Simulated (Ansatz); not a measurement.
**Alloy of Si and C (4 of 16 Si sites exchanged), 16 atoms with displaced atoms**

Aim: a base single point, then the same cell under other settings, to see what each one moves.

All numbers are computed with Ansatz 0.2.0 (PAW, plane waves).

### Step 1. The system as built

16 atoms (4 C, 12 Si); a = 9.926 Å, b = 4.963 Å, c = 4.963 Å, α = 90.00°, β = 90.00°, γ = 90.00°. All atoms were shaken off their sites by about 0.02 Å along each axis.

### Step 2. PBEsol single point

in.yaml reads:

```yaml
crystal:
  lattice:
    - [9.926086, 0.000000, 0.000000]
    - [0.000000, 4.963043, 0.000000]
    - [0.000000, 0.000000, 4.963043]
  atoms:
    - { symbol: C, position: [0.000806, 0.997992, 0.006297] }
    - { symbol: C, position: [0.126703, 0.249207, 0.243548] }
    - { symbol: C, position: [0.251441, 0.492723, 0.998552] }
    - { symbol: C, position: [0.376596, 0.746886, 0.247815] }
    - { symbol: Si, position: [0.501864, 0.001855, 0.999603] }
    - { symbol: Si, position: [0.625185, 0.251911, 0.254045] }
    - { symbol: Si, position: [0.753463, 0.490868, 0.995362] }
    - { symbol: Si, position: [0.874688, 0.753294, 0.245216] }
    - { symbol: Si, position: [0.247168, 0.998765, 0.496095] }
    - { symbol: Si, position: [0.749766, 0.006642, 0.500331] }
    - { symbol: Si, position: [0.372562, 0.260830, 0.749414] }
    - { symbol: Si, position: [0.876577, 0.252349, 0.750342] }
    - { symbol: Si, position: [0.999430, 0.491520, 0.501378] }
    - { symbol: Si, position: [0.500591, 0.494245, 0.498714] }
    - { symbol: Si, position: [0.123742, 0.747438, 0.749033] }
    - { symbol: Si, position: [0.626100, 0.753749, 0.755377] }
kpoints:
  mp_grid: { grid: [2, 2, 2], shift: [0.5, 0.5, 0.5] }
hamiltonian:
  xc: pbesol
scf:
  occupations: { method: fermi_dirac, width: 0.01 }
output:
  forces: true
  eigenvalues: true
  stress: true
  populations: true
```

Launch:

```sh
$ ansatz run in.yaml --threads 7 --pin off --max-ram 13300MiB --runs-dir r --events-out ev --progress --plain
```

### Step 3. Run again with k points 2×2×2 shifted, density cutoff ratio 6

in.yaml, as its differences from that of step 2:

```diff
@@ -24,2 +24,3 @@
   mp_grid: { grid: [2, 2, 2], shift: [0.5, 0.5, 0.5] }
+basis: { ecutrho_ratio: 6 }
 hamiltonian:
@@ -28,2 +29,3 @@
   occupations: { method: fermi_dirac, width: 0.01 }
+  max_iter: 90
 output:
@@ -32,2 +34 @@
   stress: true
-  populations: true
```

### Step 4. Run again with cutoff 180 eV, density cutoff ratio 2, k points 1×1×2

in.yaml, as its differences from that of step 3:

```diff
@@ -23,4 +23,4 @@
 kpoints:
-  mp_grid: { grid: [2, 2, 2], shift: [0.5, 0.5, 0.5] }
-basis: { ecutrho_ratio: 6 }
+  mp_grid: { grid: [1, 1, 2] }
+basis: { ecutwfc: 180, ecutrho_ratio: 2 }
 hamiltonian:
```

### Step 5. Variant: occupations Fermi–Dirac, starting moment 2 μB

in.yaml, as its differences from that of step 4:

```diff
@@ -23,9 +23,11 @@
 kpoints:
-  mp_grid: { grid: [1, 1, 2] }
-basis: { ecutwfc: 180, ecutrho_ratio: 2 }
+  mp_grid: { grid: [2, 2, 2], shift: [0.5, 0.5, 0.5] }
 hamiltonian:
   xc: pbesol
+magnetization:
+  spin_polarized: true
+  initial_magnetization: 2
 scf:
   occupations: { method: fermi_dirac, width: 0.01 }
-  max_iter: 90
+  max_iter: 60
 output:
```

### Step 6. Changed settings: cutoff 800 eV, smearing width 1.0 eV, density threshold 1e-12 eV

in.yaml, as its differences from that of step 5:

```diff
@@ -24,10 +24,9 @@
   mp_grid: { grid: [2, 2, 2], shift: [0.5, 0.5, 0.5] }
+basis: { ecutwfc: 800 }
 hamiltonian:
   xc: pbesol
-magnetization:
-  spin_polarized: true
-  initial_magnetization: 2
 scf:
-  occupations: { method: fermi_dirac, width: 0.01 }
-  max_iter: 60
+  occupations: { method: fermi_dirac, width: 1 }
+  max_iter: 90
+  convergence: { dr2_threshold: 1e-12 }
 output:
```

**Question.** What will these runs give? Wanted: for each run, settings; status; energy from base; forces from base.

As calculated:

| settings | status | cycles | time | energy from base (meV/atom) | forces from base (eV/Å rms) | filled to empty level on the mesh (eV) |
| --- | --- | --- | --- | --- | --- | --- |
| base | converged | 6 | 1 s (7 CPU threads) | 0 | 0 | 0.98 |
| k points 2×2×2 shifted, density cutoff ratio 6 | converged | 7 | 1 s (7 CPU threads) | 0.0 | 0.000 | 0.98 |
| cutoff 180 eV, density cutoff ratio 2, k points 1×1×2 | converged, settings too loose | 11 | 0.4 s (7 CPU threads) | +710.9 | 0.392 | - |
| occupations Fermi–Dirac, starting moment 2 μB | converged | 16 | 2.9 s (7 CPU threads) | 0.0 | 0.000 | 0.98 |
| cutoff 800 eV, smearing width 1.0 eV, density threshold 1e-12 eV | converged, settings too loose | 11 | 3.6 s (7 CPU threads) | +123.4 | 0.204 | - |

**What this shows.** Among these variants the forces move most with cutoff 180 eV, density cutoff ratio 2, k points 1×1×2 (0.392 eV/Å rms). The base mesh is coarse for so small a cell, so pressure, spacing and their changes aren't converged values of the solid.
